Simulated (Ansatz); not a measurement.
# Zn: a surface, (0001), 6 layers

What do the surfaces of Zn (0001), 6 layers cost, and how tightly do they hold an electron? Methods of the runs shown: LAPW. Companion runs by PAW are cited. Its runs: bulk in the slab's orientation (LAPW); the reference run (LAPW); atoms relaxed (LAPW); field of 0.1 V/Å along the normal (LAPW).

Computed with Ansatz 0.2.0 (DFT, PBE, all-electron LAPW, scalar-relativistic, unless a step's input says otherwise).

### Step 1. The structure to begin with

It takes space group P6_3/mmc (No. 194, hexagonal). Conventional cell: a = 2.636 Å, b = 2.636 Å, c = 5.093 Å, α = 90.00°, β = 90.00°, γ = 120.00°. Zn (site symmetry -6m2) has 12 Zn at 2.64 to 2.97 Å as nearest neighbours.

Structure file:

```cif
data_structure
_symmetry_space_group_name_H-M 'P 1'
_symmetry_Int_Tables_number 1
_cell_length_a 2.6356
_cell_length_b 2.6356
_cell_length_c 5.0925
_cell_angle_alpha 90.000
_cell_angle_beta 90.000
_cell_angle_gamma 120.000
_cell_volume 30.64
loop_
_atom_site_label
_atom_site_type_symbol
_atom_site_fract_x
_atom_site_fract_y
_atom_site_fract_z
_atom_site_occupancy
Zn1 Zn 0.66667 0.33333 0.25000 1
Zn2 Zn 0.33333 0.66667 0.75000 1
```

Atoms are numbered in the order of the input: Zn1, Zn2.

### Step 2. Bulk in the slab's orientation, LAPW

The input, input.yaml:

```yaml
crystal:
  lattice:
    - [1.3178132682, -2.2825195354, 0.0]
    - [1.3178132682, 2.2825195354, 0.0]
    - [0.0, 0.0, 5.0925371767]
  atoms:
    - { symbol: Zn, position: [0.666666667, 0.333333333, 0.25] }
    - { symbol: Zn, position: [0.333333333, 0.666666667, 0.75] }
kpoints:
  mp_grid: { grid: [16, 16, 7] }
scf:
  occupations: { method: fermi_dirac, width: 0.08 }
hamiltonian:
  xc: pbe
  pseudopotentials: { kind: all_electron, lapw: { basis_error: 0.001 } }
output:
  forces: true
  stress: true
  eigenvalues: true
```

The run is started by

```
ansatz run input.yaml --threads 2 --pin off --max-ram 5120MiB --backend cpu --events-out ev --progress --plain --runs-dir out
```

The runs that follow: Slab as cut, LAPW; Atoms relaxed, LAPW; Field of 0.1 V/Å along the normal, LAPW.

What does the calculation give? Wanted: surface energy; work function; outer layer spacing; core-level shifts among the layers (for each run or level that gives them).

**Answer**, as computed:

```
                                      quantity                               value
                surface energy (LAPW, relaxed)                           0.31 J/m²
                 work function (LAPW, relaxed)                             4.13 eV
                    outer layer spacing (LAPW)                       2.55 → 2.52 Å
                 surface energy (PAW, relaxed)                           0.31 J/m²
                  work function (PAW, relaxed)                             4.13 eV
                     outer layer spacing (PAW)                       2.55 → 2.52 Å
core-level shifts among the layers (PAW holes)  Zn1 +0.00, Zn2 +0.10, Zn3 +0.10 eV
```

In words: By LAPW the surface costs 0.32 J/m² as cut and 0.31 J/m² relaxed. The outermost spacing changes by -0.9 % (LAPW). The field of 0.1 V/Å along the normal induces a dipole of 0.052 e·Å per cell (LAPW). The outermost spacing changes by -0.9 % (PAW). The field of 0.1 V/Å along the normal induces a dipole of 0.052 e·Å per cell (PAW). Thickness wasn't converged, and no reconstruction was sought.
